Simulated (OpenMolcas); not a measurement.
# Ru²⁺ among point charges: CASSCF and CASPT2 levels and susceptibility

Aim: the splitting of the states of Ru²⁺ in the field of 4 point charges, its lowest levels with spin-orbit coupling and its magnetic susceptibility.

Method: state-averaged CASSCF and CASPT2, spin-orbit coupling by RASSI with atomic mean-field integrals. Code: OpenMolcas 26.06.

## 1. Starting point

```
Species                           : Ru²⁺ (ruthenium, Z = 44, 42 electrons)
Basis                             : ANO-RCC-VTZP [7s6p4d2f1g], 68 functions
Scalar Hamiltonian                : DKH2, point nucleus
Inactive shells                   : 1s 2s 2p 3s 3p 3d 4s 4p
Active space                      : 6 electrons in 5 orbitals (4d)
Some configurations of this space : 4d6
Orbitals                          : optimised for each spin and parity, averaged over all roots
```

Outer shells as boxes (Hund's rule):

4d6
```
4d [↑↓][↑ ][↑ ][↑ ][↑ ]
```

The ion sits among 4 point charges of -2 e arranged as a tetrahedron (Td), 1.96 Å from the ion.

The work runs as a chain of OpenMolcas steps in one folder; each step below is one input file. Labels, J, g values, rates, χT and fits are worked out afterwards by a script from the matrices that RASSI stores.

## 2. Basis and integrals

File a.inp:

```
&GATEWAY
Coord
1

Ru 0.0 0.0 0.0
Basis=ANO-RCC-VTZP
Group=NoSym
NoMove
AngMom=0.0 0.0 0.0
AMFI
XField
4 Angstrom 0
1.131607 1.131607 1.131607 -2.000000
1.131607 -1.131607 -1.131607 -2.000000
-1.131607 1.131607 -1.131607 -2.000000
-1.131607 -1.131607 1.131607 -2.000000
&SEWARD
```

The run is started by

```
OMP_NUM_THREADS=1 MOLCAS_MEM=1689 MOLCAS_PROJECT=a pymolcas a.inp > a.log
```

## 3. CASSCF: quintets, 5 roots

File a.inp:

```
&RASSCF
FileOrb=start.orb
Symmetry=1
Spin=5
nActEl=6 0 0
Inactive=18
Ras2=5
CIRoot=5 5 1
SDav=5
CIMx=300
Iter=120 100
PrWF=0.3
OrbListing=Nothing
MaxOrb=0
>>> COPY $Project.JobIph JOB001
```

start.orb holds the contracted functions of the basis, ordered by shell, or the orbitals of the step before.

## 4. CASSCF: triplets, 45 roots

File a.inp:

```
&RASSCF
FileOrb=start.orb
Symmetry=1
Spin=3
nActEl=6 0 0
Inactive=18
Ras2=5
CIRoot=45 45 1
SDav=45
CIMx=300
Iter=120 100
PrWF=0.3
OrbListing=Nothing
MaxOrb=0
>>> COPY $Project.JobIph JOB002
```

## 5. Reference wave functions, singlets, 50 roots

File a.inp:

```
&RASSCF
FileOrb=start.orb
Symmetry=1
Spin=1
nActEl=6 0 0
Inactive=18
Ras2=5
CIRoot=50 50 1
SDav=50
CIMx=300
Iter=120 100
PrWF=0.3
OrbListing=Nothing
MaxOrb=0
>>> COPY $Project.JobIph JOB003
```

## 6. State interaction with spin-orbit coupling

File a.inp:

```
&RASSI
NrOfJobIphs=3 5 45 50
1 2 3 4 5
1 2 3 4 5 6 7 8 9 10 11 12 13 14 15 16 17 18 19 20 21 22 23 24 25 26 27
28 29 30 31 32 33 34 35 36 37 38 39 40 41 42 43 44 45
1 2 3 4 5 6 7 8 9 10 11 12 13 14 15 16 17 18 19 20 21 22 23 24 25 26 27
28 29 30 31 32 33 34 35 36 37 38 39 40 41 42 43 44 45 46 47 48 49 50
IphNames
JOB001
JOB002
JOB003
EJob
SpinOrbit
DIPRint=1.0
SOCoupling=1000.0
Subsets=2
Property=9
'ANGMOM' 1 'ANGMOM' 2 'ANGMOM' 3 'MLTPL  1' 1 'MLTPL  1' 2 'MLTPL  1' 3
'AMFI' 1 'AMFI' 2 'AMFI' 3
SOProperty=3
'ANGMOM' 1 'ANGMOM' 2 'ANGMOM' 3
```

## 7. CASPT2: IPEA 0.25, imaginary shift 0.1 (closed shells correlated: 4s 4p)

File a.inp:

```
>>> COPY JOB001 $Project.JobIph
&CASPT2
Multistate=5 1 2 3 4 5
NoMult
Frozen=14
IPEA=0.25
Imaginary=0.1
MaxIter=60
WThr=0.0 0.3 0.05
PrWF=0.5
NoMix
>>> COPY JOB002 $Project.JobIph
&CASPT2
Multistate=45 1 2 3 4 5 6 7 8 9 10 11 12 13 14 15 16 17 18 19 20 21 22
23 24 25 26 27 28 29 30 31 32 33 34 35 36 37 38 39 40 41 42 43 44 45
NoMult
Frozen=14
IPEA=0.25
Imaginary=0.1
MaxIter=60
WThr=0.0 0.3 0.05
PrWF=0.5
NoMix
>>> COPY JOB003 $Project.JobIph
&CASPT2
Multistate=50 1 2 3 4 5 6 7 8 9 10 11 12 13 14 15 16 17 18 19 20 21 22
23 24 25 26 27 28 29 30 31 32 33 34 35 36 37 38 39 40 41 42 43 44 45 46
47 48 49 50
NoMult
Frozen=14
IPEA=0.25
Imaginary=0.1
MaxIter=60
WThr=0.0 0.3 0.05
PrWF=0.5
NoMix
```

(Steps that only read results are left out.)

What does the calculation give? Wanted: spin-free ground state; first state of the same spin within the active space; lowest level; next level.

**Answer**, as computed:

| quantity | value |
| --- | --- |
| method | SS-CASPT2, IPEA 0.25, imaginary shift 0.1 (closed shells correlated: 4s 4p) |
| spin-free ground state | 5E, 2-fold in its orbital part |
| first state of the same spin within the active space | 5T2 at 1440 cm⁻¹ |
| lowest level | 1-fold A1 |
| next level | 83.4 cm⁻¹ |
| χT at 300 K | 4.84 cm³ K/mol |
| effective moment at 300 K | 6.22 μB |

Cost by method:

| method | time of its own steps | time with the reference |
| --- | --- | --- |
| A. CASSCF | 35 s | 35 s |
| B. SS-CASPT2, IPEA 0.25, imaginary shift 0.1, +4s 4p | 35 s | 69 s |

Times are of one thread on a shared host.

**Reading.** The spin-free ground state (5E) comes to 100 % from free-ion D terms and keeps the highest spin of the shell. χT at 300 K is 4.84, against 3.01 cm³ K/mol for the spin alone, so orbital moment adds to it. An active space of the d shell alone favours high spin; real ions in strong fields can be low spin. CASPT2 does not keep the components of a term degenerate, and the means are used. An orbital doublet at a regular site is open to a Jahn-Teller distortion, which this geometry leaves out. The field of point charges can differ much from that of real complexes. Point charges carry no covalency, so the field is a model and not that of real ligands.
